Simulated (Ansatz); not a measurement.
The system is NiMoIrPdW.

```
Ni Mo Pd Ir W
1.0
     4.11705    0.00000    0.00000
    -2.05853    3.56547    0.00000
     0.00000    0.00000    5.44580
Ni Mo Pd Ir W
1 1 1 1 1
Direct
  0.00000 0.00000 0.95775
  0.66667 0.33333 0.96161
  0.66667 0.33333 0.46295
  0.33333 0.66667 0.72572
  0.33333 0.66667 0.23642
```

The cell was built by a generator and needn't be a form met in nature.

Base run:

- Program: Ansatz 0.2.0
- Functional: r2SCAN
- Potentials or basis: Ansatz PAW
- Cutoff: 500 eV (not typed: the program's choice for these potentials)
- k mesh: 8 × 8 × 5
- Occupations: fermi-dirac, width 0.05 eV
- Spin: collinear spin, ferromagnetic start
- Starting moments: [1.0, 1.0, 0.0, 0.6, 0.0] μB

Its results: band gap on the k mesh none (metal or under the smearing width); pressure -4.9 GPa; net moment 0.00 μB per cell; largest force 0.065 eV/Å.

Task: The run is repeated on the same cell with these changes: functional from r2SCAN to PBE; cutoff from 500 eV (not typed: the program's choice for these potentials) to 420 eV (not typed: the program's choice for these potentials). What comes out?

Result: Band gap on the k mesh none (metal or under the smearing width); pressure 0.0 GPa; net moment 0.00 μB per cell; largest force 0.043 eV/Å.

Caveats: the starting moments weren't kept; the magnetic or orbital state may not be the lowest (some runs); spin-orbit coupling is left out, which moves the levels of the heavy elements (some runs); the PAW data sets come from PBE, with cores solved anew for the run's functional, which leaves a small shift of forces and pressure (some runs).
